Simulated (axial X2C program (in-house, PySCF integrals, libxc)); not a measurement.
# CoO⁺: from the state search to constants

What are the state, bond length, wavenumber and bond energy of CoO⁺, and what does spin–orbit coupling change?

The runs use an in-house X2C program for linear molecules on PySCF integrals; all-electron X2C, Co dyall-cv3z, O dyall-av3z.

All values are calculated.

## 1. Set-up

task.json

```json
{
 "zs": [
  27,
  8
 ],
 "q": 1,
 "bas": [
  "dyall-cv3z",
  "dyall-av3z"
 ],
 "levels": [
  "PBE0",
  "HF",
  "B97-3"
 ],
 "cc": true,
 "r0": 1.6,
 "thr": -2.0,
 "nmax": 90,
 "npts": 10,
 "nst": 2,
 "ntry": 6
}
```

Keys: zs atomic numbers; q charge; bas basis sets; levels methods (HF also brings MP2); cc coupled cluster on or off; r0 starting distance in Å; thr threshold in hartree for freezing inner shells (an s shell follows its p shell); nmax most natural virtual spinors; npts points asked for on the curve; nst determinants followed; ntry starts of the search.

On the command line:

```bash
> python so2c.py task.json out
```

Spin-free means the one-electron spin-free X2C Hamiltonian; two-component (2c) means X2C with spin–orbit coupling and atomic mean-field two-electron Coulomb and Gaunt terms. Basis: Co dyall-cv3z contracted to [9s10p6d3f2g], O dyall-av3z contracted to [7s6p3d2f]; Gaussian nuclei, density fitting. Masses: Co 58.933 u, O 15.995 u.

Notation: σ, π±, δ± give the projection m of an orbital's angular momentum (0, ±1, ±2), α and β its spin, Λ and M_S the sums; ω is the projection of a spinor's total angular momentum and Ω the sum. Logs are in hartree.

The results follow Hamiltonian by Hamiltonian and level by level.

## 2. State search with PBE0

Determinants are compared with PBE0 at 1.600 Å.

Spin-free determinants:

```json
{"ΔE (eV)": "0.00", "state": "M_S = 2, Λ = 2", "open shells": "beyond closed shells: σα, π+α, π-α, δ+α, δ+β, δ-α"}
{"ΔE (eV)": "1.06", "state": "M_S = 1, Λ = 2", "open shells": "beyond closed shells: σβ, π+α, π-α, δ+α, δ+β, δ-α"}
{"ΔE (eV)": "1.38", "state": "M_S = 1, Λ = 0", "open shells": "beyond closed shells: π+α, π-α"}
{"ΔE (eV)": "1.59", "state": "M_S = 2, Λ = 0", "open shells": "beyond closed shells: π+α, π-α, δ+α, δ-α"}
{"ΔE (eV)": "1.63", "state": "M_S = 2, Λ = 1", "open shells": "beyond closed shells: σα, π+α, π+β, π-α, δ+α, δ-α"}
{"ΔE (eV)": "1.72", "state": "M_S = 1, Λ = 3", "open shells": "beyond closed shells: π+α, π+β, π-α, δ+α, δ+β, δ-α"}
{"ΔE (eV)": "1.84", "state": "M_S = 1, Λ = 1", "open shells": "beyond closed shells: π+α, π-α, π-β, δ+α, δ+β, δ-α"}
```

Two-component determinants:

```tsv
ΔE (eV)	state	open shells
0.00	Ω = 4	excess of +ω over −ω: ω = 3/2, ω = 5/2
1.06	Ω = 3	excess of +ω over −ω: 2 × ω = -1/2, ω = 3/2, ω = 5/2
1.18	Ω = 1	excess of +ω over −ω: 2 × ω = 1/2
1.35	Ω = 3	excess of +ω over −ω: 2 × ω = 3/2
1.39	Ω = 3	excess of +ω over −ω: ω = 1/2, ω = 5/2
1.44	Ω = 1	excess of +ω over −ω: ω = -1/2, ω = 3/2
1.65	Ω = 2	excess of +ω over −ω: ω = -1/2, ω = 5/2
```

## 3. PBE0, spin-free

State followed: M_S = 2, Λ = 2 (beyond closed shells: σα, π+α, π-α, δ+α, δ+β, δ-α). The scan is laid around 1.619 Å, a first estimate of the minimum, and this SCF restarts from the orbitals of the search.

Output at 1.619 Å:

```text
spin-free X2C-1e  PBE0
basis functions 162  fitting functions 881  grid points 5072
iter        total energy     max residual
   1      -1467.036061102     1.04e+00
   2      -1467.923174907     4.75e-02
   3      -1467.928888371     4.75e-02
   4      -1467.934380076     2.83e-02
   5      -1467.939035221     1.10e-02
   6      -1467.939997196     5.87e-03
   7      -1467.940195956     4.53e-04
   8      -1467.940200252     2.99e-04
   9      -1467.940202324     1.94e-04
  10      -1467.940203093     6.00e-05
  11      -1467.940203155     3.18e-05
  12      -1467.940203184     2.83e-05
  13      -1467.940203203     1.43e-05
  14      -1467.940203207     5.24e-06
converged
one-electron -2162.47853479  Coulomb 691.93199598  exact exchange -16.61548210  xc functional -51.37872434  nuclear repulsion 70.60054204
```

Along the bond, energies from the lowest point:

```csv
R (Å),E (eV),μ (D),HOMO (eV),LUMO (eV),iterations
1.522,0.1453,-4.09,-16.19,-10.85,24
1.570,0.0250,-4.15,-16.26,-10.73,22
1.619,0.0000,-4.16,-16.31,-10.66,14
1.676,0.0545,-4.14,-15.91,-10.68,23
1.732,0.1685,-4.08,-15.54,-10.68,22
1.805,0.3682,-3.99,-15.11,-10.63,25
```

Dipoles are positive if O is the positive end and refer to the centre of mass.

Outer orbitals at the reference distance:

| symmetry | occupied | ε (eV) | atomic character |
| --- | --- | --- | --- |
| σα | yes | -34.63 | 79% O s, 9% Co d, 7% Co p |
| σβ | yes | -31.87 | 77% O s, 9% Co d, 8% Co p |
| σα | yes | -20.58 | 62% Co d, 32% O p, 5% O s |
| π-α | yes | -20.27 | 68% Co d, 31% O p |
| π+α | yes | -20.27 | 68% Co d, 31% O p |
| δ-α | yes | -19.00 | 100% Co d |
| δ+α | yes | -19.00 | 100% Co d |
| σβ | yes | -17.51 | 68% O p, 23% Co d, 6% O s |
| π-α | yes | -16.87 | 63% O p, 32% Co d, 4% Co p |
| π+α | yes | -16.87 | 63% O p, 32% Co d, 4% Co p |
| π+β | yes | -16.54 | 63% Co d, 34% O p |
| π-β | yes | -16.32 | 55% Co d, 42% O p |
| σα | yes | -16.32 | 55% O p, 28% Co d, 14% Co s |
| δ+β | yes | -16.31 | 100% Co d |
| π+β | no | -10.66 | 55% O p, 36% Co d, 8% Co p |
| σβ | no | -10.60 | 44% Co d, 35% Co s, 15% O p |
| π-β | no | -10.52 | 47% O p, 44% Co d, 8% Co p |
| δ-β | no | -10.51 | 99% Co d |

PBE0 fields in the half plane through the axis: z from -2.4 to 3.9 Å across, distance from the axis 0.15 to 2.25 Å upwards; Co lies at z = 0 and O at z = 1.619 Å; the ELF is damped to zero where the density is low.

log10 density (e/bohr³). Ten even steps from ' ' (-5.94 ) to '@' (1.37 ):
```
    ....::::::::::----::::::::::::......    
  ....::::----------------------::::::....  
  ..::::----==================------::::....
....::----====++++++++++++++++====----::::..
..::::--====++++**++++++++++++++++==----::..
..::----==++****##**************++++==--::::
..::--==++**##%%%%%%##**########**++==----::
..::--==++**##%%@@%%######%%%%##**++====--::
```

ELF. Ten even steps from '0' (0.00 ) to '9' (0.90 ):
```
0000000000000000000000
0000000000000000000000
0000000000000000000000
0000000000112222100000
0000001111135565420000
0000002332147888742000
0000004787249899963100
0000015767359119974100
```

Re = 1.610 Å, ωe = 808 cm⁻¹, ωexe = 7.05 cm⁻¹, Be = 0.5169 cm⁻¹, De = 3.04 eV, μ = -4.16 D.

## 4. HF, spin-free

Output at 1.619 Å:

```text
spin-free X2C-1e  HF
basis functions 162  fitting functions 881  grid points 5072
iter        total energy     max residual
   1      -1466.407925166     2.28e-01
   2      -1466.453150520     3.68e-02
   3      -1466.470966210     9.37e-02
   4      -1466.483530502     6.46e-02
   5      -1466.497586050     3.25e-02
   6      -1466.506334972     7.42e-02
   7      -1466.514812485     5.73e-02
   8      -1466.519308397     1.73e-02
   9      -1466.521844175     8.19e-03
  10      -1466.522240227     5.83e-03
  11      -1466.522307034     1.84e-03
  12      -1466.522316593     4.24e-04
  13      -1466.522319652     3.56e-04
  14      -1466.522320116     1.87e-04
  15      -1466.522320228     2.54e-05
  16      -1466.522320242     1.68e-05
  17      -1466.522320245     1.05e-05
  18      -1466.522320246     1.80e-06
converged
one-electron -2162.31673895  Coulomb 691.99696741  exact exchange -66.80309074  xc functional 0.00000000  nuclear repulsion 70.60054204
```

No constants are quoted: the lowest point is the long end of the scan.

## 5. B97-3, spin-free

Output at 1.619 Å:

```text
spin-free X2C-1e  B97-3
basis functions 162  fitting functions 881  grid points 5072
iter        total energy     max residual
   1      -1468.070716057     2.95e-02
   2      -1468.071070075     5.70e-03
   3      -1468.071154565     7.41e-03
   4      -1468.071160150     3.64e-03
   5      -1468.071219261     1.43e-03
   6      -1468.071222550     3.62e-04
   7      -1468.071225741     8.63e-04
   8      -1468.071227646     3.36e-04
   9      -1468.071228006     9.30e-05
  10      -1468.071228121     8.01e-05
  11      -1468.071228149     4.20e-05
  12      -1468.071228158     9.47e-06
converged
one-electron -2162.57489186  Coulomb 692.04133337  exact exchange -17.90156480  xc functional -50.23664691  nuclear repulsion 70.60054204
```

Re = 1.622 Å, ωe = 774 cm⁻¹, Be = 0.5093 cm⁻¹, De = 2.86 eV, μ = -4.22 D.

## 6. MP2 and beyond, spin-free

Correlated methods: 14 electrons correlated (frozen shells, counted by type: Co 3 s, 2 p; O 1 s), 250 virtual spinors in MP2, 90 natural virtuals in coupled cluster.

Output of the correlated part at 1.619 Å:

```text
correlated 14  virtual 250  natural virtual 90  E(MP2) -0.463943632  MP2 remainder -0.037731782
iter   CCSD correlation   residual
   1     -0.416281047   1.46e-01
   2     -0.428403231   8.73e-02
   3     -0.437870470   5.25e-02
   4     -0.441282420   3.37e-02
   5     -0.444256387   2.20e-02
   6     -0.445302514   1.09e-02
   7     -0.445762170   5.60e-03
   8     -0.445859043   2.28e-03
   9     -0.445812395   1.13e-03
  10     -0.445846447   4.79e-04
  11     -0.445827284   2.44e-04
  12     -0.445836336   1.30e-04
  13     -0.445835590   7.04e-05
  14     -0.445836143   4.24e-05
  15     -0.445836224   2.41e-05
  16     -0.445836131   1.20e-05
  17     -0.445835730   6.24e-06
  18     -0.445835578   3.22e-06
  19     -0.445835482   1.49e-06
  20     -0.445835514   7.43e-07
  21     -0.445835519   4.09e-07
(T) -0.017343513  T1 0.0812  D1 0.1783  max T2 0.114
```

T1 in the output is the amplitude norm over the root of the electron number; divide by √2 for the Lee–Taylor value.

MP2: No constants are quoted: too few points lie around the minimum for a second fit to confirm the first.

CCSD: Re = 1.660 Å, ωe = 709 cm⁻¹, Be = 0.4862 cm⁻¹, De = 2.53 eV. T1 at Re = 0.053 (Lee–Taylor, the printed value over √2).

CCSD(T): Re = 1.640 Å, ωe = 715 cm⁻¹, Be = 0.4981 cm⁻¹, De = 2.66 eV. T1 at Re = 0.055 (Lee–Taylor, the printed value over √2).

## 7. A higher determinant, spin-free

State: M_S = 1, Λ = 2 (beyond closed shells: σβ, π+α, π-α, δ+α, δ+β, δ-α).

Output at the reference distance:

```text
spin-free X2C-1e  PBE0
basis functions 162  fitting functions 881  grid points 5072
iter        total energy     max residual
   1      -1466.996160778     1.05e+00
   2      -1467.883246845     4.58e-02
   3      -1467.887753692     5.43e-02
   4      -1467.895559518     2.70e-02
   5      -1467.899695949     1.22e-02
   6      -1467.900897476     5.33e-03
   7      -1467.901076892     8.62e-04
   8      -1467.901087858     7.05e-04
   9      -1467.901101916     4.50e-04
  10      -1467.901106082     2.04e-04
  11      -1467.901106485     4.86e-05
  12      -1467.901106513     1.81e-05
  13      -1467.901106520     1.35e-05
converged
one-electron -2162.43963679  Coulomb 691.88057180  exact exchange -16.59691907  xc functional -51.34566449  nuclear repulsion 70.60054204
```

```csv
R (Å),E above the lowest PBE0 point (eV)
1.522,1.156
1.570,1.067
1.619,1.064
1.676,1.128
1.732,1.238
1.805,1.423
```

Re = 1.596 Å, ωe = 781 cm⁻¹, Be = 0.5259 cm⁻¹, μ = -3.96 D. ⟨S²⟩ = 3.02 against 2.00 for a pure state, so this determinant mixes spins. Te = 1.06 eV.

## 8. The spin-free curves together

Energy (eV) of the followed determinant, spin-free, from each level's lowest point:

```csv
R (Å),PBE0,HF,MP2,CCSD,CCSD(T),B97-3
1.522,0.145,1.161,0.457,0.273,0.199,0.181
1.570,0.025,0.690,0.227,0.105,0.059,0.042
1.619,0.000,0.359,0.080,0.019,0.000,0.000
1.676,0.054,0.119,0.000,0.000,0.008,0.035
1.732,0.168,0.006,0.003,0.052,0.080,0.129
1.805,0.368,0.000,0.103,0.196,0.241,0.303
```

## 9. PBE0, 2c

State followed: Ω = 4 (excess of +ω over −ω: ω = 3/2, ω = 5/2). The scan is laid around 1.619 Å, a first estimate of the minimum, and this SCF restarts from the orbitals of the search.

Output at 1.619 Å:

```text
two-component X2C + atomic mean field  PBE0
basis functions 162  fitting functions 881  grid points 5072
iter        total energy     max residual
   1      -1466.637684302     1.04e+00
   2      -1467.542119902     4.97e-02
   3      -1467.547898298     4.72e-02
   4      -1467.553321150     2.90e-02
   5      -1467.558002627     1.08e-02
   6      -1467.558961972     6.12e-03
   7      -1467.559161497     4.46e-04
   8      -1467.559165934     2.93e-04
   9      -1467.559168166     2.03e-04
  10      -1467.559168974     6.11e-05
  11      -1467.559169045     3.46e-05
  12      -1467.559169080     3.00e-05
  13      -1467.559169101     1.48e-05
  14      -1467.559169105     5.12e-06
converged
one-electron -2161.53829766  Coulomb 691.75592566  exact exchange -16.61148311  xc functional -51.36587517  nuclear repulsion 70.60054204  atomic mean-field constant -0.39998086
```

Along the bond, energies from the lowest point:

```csv
R (Å),E (eV),μ (D),HOMO (eV),LUMO (eV),iterations
1.522,0.1472,-4.08,-16.18,-10.82,28
1.570,0.0260,-4.14,-16.26,-10.73,23
1.619,0.0000,-4.16,-16.30,-10.68,14
1.676,0.0531,-4.14,-15.88,-10.70,25
1.732,0.1656,-4.09,-15.51,-10.69,23
1.805,0.3632,-4.02,-15.08,-10.63,26
```

Dipoles are positive if O is the positive end and refer to the centre of mass.

Outer spinors at the reference distance:

```csv
ω,occupied,ε (eV),atomic character,λ mixture
1/2,yes,-34.63,"79% O s, 9% Co d, 7% Co p",100% σ
-1/2,yes,-31.87,"77% O s, 9% Co d, 8% Co p",100% σ
1/2,yes,-20.58,"62% Co d, 32% O p, 5% O s",100% σ
-1/2,yes,-20.30,"68% Co d, 30% O p",100% π
3/2,yes,-20.25,"68% Co d, 31% O p",100% π
-3/2,yes,-19.07,100% Co d,100% δ
5/2,yes,-18.92,100% Co d,100% δ
-1/2,yes,-17.51,"68% O p, 23% Co d, 6% O s",100% σ
-1/2,yes,-16.89,"63% O p, 32% Co d, 4% Co p",100% π
3/2,yes,-16.85,"62% O p, 33% Co d, 4% Co p","99% π, 1% δ"
1/2,yes,-16.58,"63% Co d, 34% O p","96% π, 4% σ"
3/2,yes,-16.37,99% Co d,"99% δ, 1% π"
1/2,yes,-16.31,"54% O p, 29% Co d, 14% Co s","96% σ, 4% π"
-3/2,yes,-16.30,"54% Co d, 43% O p",100% π
1/2,no,-10.68,"56% O p, 35% Co d, 8% Co p",100% π
-1/2,no,-10.60,"44% Co d, 35% Co s, 15% O p",100% σ
-3/2,no,-10.49,"46% O p, 45% Co d, 8% Co p",100% π
-5/2,no,-10.45,99% Co d,100% δ
```

PBE0 fields in the half plane through the axis: z from -2.4 to 3.9 Å across, distance from the axis 0.15 to 2.25 Å upwards; Co lies at z = 0 and O at z = 1.619 Å; the ELF is damped to zero where the density is low.

log10 density (e/bohr³). Ten even steps from '0' (-5.94 ) to '9' (1.37 ):
```
0011222223322222211100
0112233333333333222110
0122334444444443332211
1123344555555554433221
1223445555555555543321
1233456676666666554322
1234567888767777654332
1234567898777887654432
```

ELF. Ten even steps from ' ' (0.00 ) to '@' (0.90 ):
```
                                            
                                            
                                            
                    ....::::::::..          
            ..........--++++**++==::        
            ::----::..==##%%%%%%##==::      
            ==##%%##::==@@%%@@@@@@**--..    
          ..++##**##--++@@....@@@@##==..    
```

Re = 1.611 Å, ωe = 805 cm⁻¹, Be = 0.5165 cm⁻¹, De = 3.04 eV, μ = -4.16 D.

## 10. HF, 2c

The SCF at the reference distance of 1.619 Å:

```text
two-component X2C + atomic mean field  HF
basis functions 162  fitting functions 881  grid points 5072
iter        total energy     max residual
   1      -1466.027743261     2.28e-01
   2      -1466.073556951     3.89e-02
   3      -1466.092776777     9.82e-02
   4      -1466.106029301     6.95e-02
   5      -1466.120678545     3.22e-02
   6      -1466.131663966     6.19e-02
   7      -1466.136756500     4.95e-02
   8      -1466.140312423     1.22e-02
   9      -1466.141831005     5.32e-03
  10      -1466.142003510     4.76e-03
  11      -1466.142036977     1.06e-03
  12      -1466.142043184     2.73e-04
  13      -1466.142044860     3.70e-04
  14      -1466.142045242     1.18e-04
  15      -1466.142045347     5.73e-05
  16      -1466.142045396     5.89e-05
  17      -1466.142045441     4.24e-05
  18      -1466.142045483     3.00e-05
  19      -1466.142045518     2.26e-05
  20      -1466.142045535     2.19e-05
  21      -1466.142045541     1.78e-05
  22      -1466.142045543     1.30e-05
  23      -1466.142045545     7.48e-06
  24      -1466.142045546     5.85e-06
  25      -1466.142045546     1.98e-06
converged
one-electron -2161.38437024  Coulomb 691.82836875  exact exchange -66.78660523  xc functional 0.00000000  nuclear repulsion 70.60054204  atomic mean-field constant -0.39998086
```

No constants are quoted: the lowest point is the long end of the scan.

## 11. B97-3, 2c

The SCF at the reference distance of 1.619 Å:

```text
two-component X2C + atomic mean field  B97-3
basis functions 162  fitting functions 881  grid points 5072
iter        total energy     max residual
   1      -1467.689773137     2.86e-02
   2      -1467.690129900     5.65e-03
   3      -1467.690215090     7.14e-03
   4      -1467.690220797     3.59e-03
   5      -1467.690280839     1.37e-03
   6      -1467.690284627     3.92e-04
   7      -1467.690288730     9.12e-04
   8      -1467.690290712     3.32e-04
   9      -1467.690291084     8.37e-05
  10      -1467.690291188     7.78e-05
  11      -1467.690291214     3.79e-05
  12      -1467.690291222     8.69e-06
converged
one-electron -2161.63516947  Coulomb 691.86594078  exact exchange -17.89738134  xc functional -50.22424237  nuclear repulsion 70.60054204  atomic mean-field constant -0.39998086
```

Re = 1.623 Å, ωe = 768 cm⁻¹, Be = 0.5086 cm⁻¹, De = 2.86 eV, μ = -4.22 D.

## 12. MP2 and beyond, 2c

Correlated methods: 14 electrons correlated (frozen shells, counted by type: Co 3 s, 2 p; O 1 s), 250 virtual spinors in MP2, 90 natural virtuals in coupled cluster.

Output of the correlated part at 1.619 Å:

```text
correlated 14  virtual 250  natural virtual 90  E(MP2) -0.463796896  MP2 remainder -0.037736673
iter   CCSD correlation   residual
   1     -0.416188750   1.45e-01
   2     -0.428286444   8.71e-02
   3     -0.437720168   5.23e-02
   4     -0.441098731   3.35e-02
   5     -0.444031207   2.18e-02
   6     -0.445063948   1.08e-02
   7     -0.445517113   5.56e-03
   8     -0.445612722   2.26e-03
   9     -0.445566709   1.12e-03
  10     -0.445600284   4.79e-04
  11     -0.445581249   2.46e-04
  12     -0.445590277   1.35e-04
  13     -0.445589533   7.60e-05
  14     -0.445590162   4.81e-05
  15     -0.445590308   2.89e-05
  16     -0.445590221   1.60e-05
  17     -0.445589723   9.67e-06
  18     -0.445589523   6.03e-06
  19     -0.445589359   3.75e-06
  20     -0.445589430   2.43e-06
  21     -0.445589438   1.62e-06
(T) -0.017292024  T1 0.0807  D1 0.1767  max T2 0.113
```

MP2: No constants are quoted: too few points lie around the minimum for a second fit to confirm the first.

CCSD: Re = 1.662 Å, ωe = 709 cm⁻¹, Be = 0.485 cm⁻¹, De = 2.53 eV. T1 at Re = 0.052 (Lee–Taylor, the printed value over √2).

CCSD(T): Re = 1.642 Å, ωe = 713 cm⁻¹, ωexe = 3 cm⁻¹, Be = 0.4968 cm⁻¹, De = 2.66 eV. T1 at Re = 0.054 (Lee–Taylor, the printed value over √2).

## 13. A higher determinant, 2c

State: Ω = 3 (excess of +ω over −ω: 2 × ω = -1/2, ω = 3/2, ω = 5/2).

Output at the reference distance:

```text
two-component X2C + atomic mean field  PBE0
basis functions 162  fitting functions 881  grid points 5072
iter        total energy     max residual
   1      -1466.597736754     1.06e+00
   2      -1467.502153081     4.80e-02
   3      -1467.506799273     5.36e-02
   4      -1467.514584912     2.75e-02
   5      -1467.518698855     1.21e-02
   6      -1467.519900889     5.52e-03
   7      -1467.520076793     8.04e-04
   8      -1467.520086808     6.52e-04
   9      -1467.520098742     4.36e-04
  10      -1467.520102958     1.79e-04
  11      -1467.520103403     5.34e-05
  12      -1467.520103455     2.83e-05
  13      -1467.520103481     2.35e-05
  14      -1467.520103503     1.34e-05
  15      -1467.520103506     3.43e-06
converged
one-electron -2161.49996634  Coulomb 691.70530292  exact exchange -16.59310144  xc functional -51.33289982  nuclear repulsion 70.60054204  atomic mean-field constant -0.39998086
```

```csv
R (Å),E above the lowest PBE0 point (eV)
1.522,1.159
1.570,1.068
1.619,1.063
1.676,1.125
1.732,1.233
1.805,1.416
```

Re = 1.598 Å, ωe = 776 cm⁻¹, Be = 0.525 cm⁻¹, μ = -3.96 D. Te = 1.06 eV.

## 14. The 2c curves together

Energy (eV) of the followed determinant, 2c, from each level's lowest point:

```csv
R (Å),PBE0,HF,MP2,CCSD,CCSD(T),B97-3
1.522,0.147,1.169,0.463,0.281,0.205,0.184
1.570,0.026,0.696,0.231,0.110,0.062,0.044
1.619,0.000,0.363,0.082,0.022,0.000,0.000
1.676,0.053,0.122,0.000,0.000,0.005,0.033
1.732,0.166,0.007,0.002,0.050,0.075,0.125
1.805,0.363,0.000,0.099,0.192,0.233,0.296
```

Time for the job: 3.6 min (1 thread of AMD EPYC 7B13 (Zen 3), shared host); peak memory 0.85 GiB.

## 15. What came out

Lowest determinant that the search found at its distance, spin-free: M_S = 2, Λ = 2 (beyond closed shells: σα, π+α, π-α, δ+α, δ+β, δ-α).

Lowest determinant that the search found at its distance, 2c: Ω = 4 (excess of +ω over −ω: ω = 3/2, ω = 5/2).

```
Hamiltonian    level  Re (Å)  ωe (cm⁻¹)  De (eV)  μ (D)
  spin-free     PBE0   1.610        808     3.04  -4.16
  spin-free     CCSD   1.660        709     2.53    n/a
  spin-free  CCSD(T)   1.640        715     2.66    n/a
  spin-free    B97-3   1.622        774     2.86  -4.22
         2c     PBE0   1.611        805     3.04  -4.16
         2c     CCSD   1.662        709     2.53    n/a
         2c  CCSD(T)   1.642        713     2.66    n/a
         2c    B97-3   1.623        768     2.86  -4.22
```

Dipoles are positive if O is the positive end and refer to the centre of mass. No constants: spin-free HF (the lowest point is the long end of the scan); spin-free MP2 (too few points lie around the minimum for a second fit to confirm the first); 2c HF (the lowest point is the long end of the scan); 2c MP2 (too few points lie around the minimum for a second fit to confirm the first).

Time per point (s) on 1 thread of AMD EPYC 7B13 (Zen 3), shared host (2c runs; CCSD comes with the CCSD(T) run); the times are rough: PBE0 0.87, CCSD(T) 10, B97-3 0.86.

In words: At CCSD(T), going from spin-free to two-component changes Re by +2 mÅ, ωe by -0.2 %, which is small (part of it comes from the scalar share of the two-electron terms). De moves by 0.00 eV; both De rest on single-determinant atoms, which can miss part of an open shell's spin–orbit lowering.

De refers to Co+ + O, each in the lowest determinant found, which need not be this curve's own limit. The state is a single determinant with fixed occupations, the lowest that a limited PBE0 search found. Dissociation energies refer to the lowest single-determinant-based atoms at the same level and basis. Density functionals use the spin component along the axis (collinear). CCSD and (T) use frozen natural virtuals with an MP2 correction for the truncation. With several unpaired electrons one determinant need not be a pure state. T1 at Re is 0.055 (Lee–Taylor), above the customary mark of 0.02.
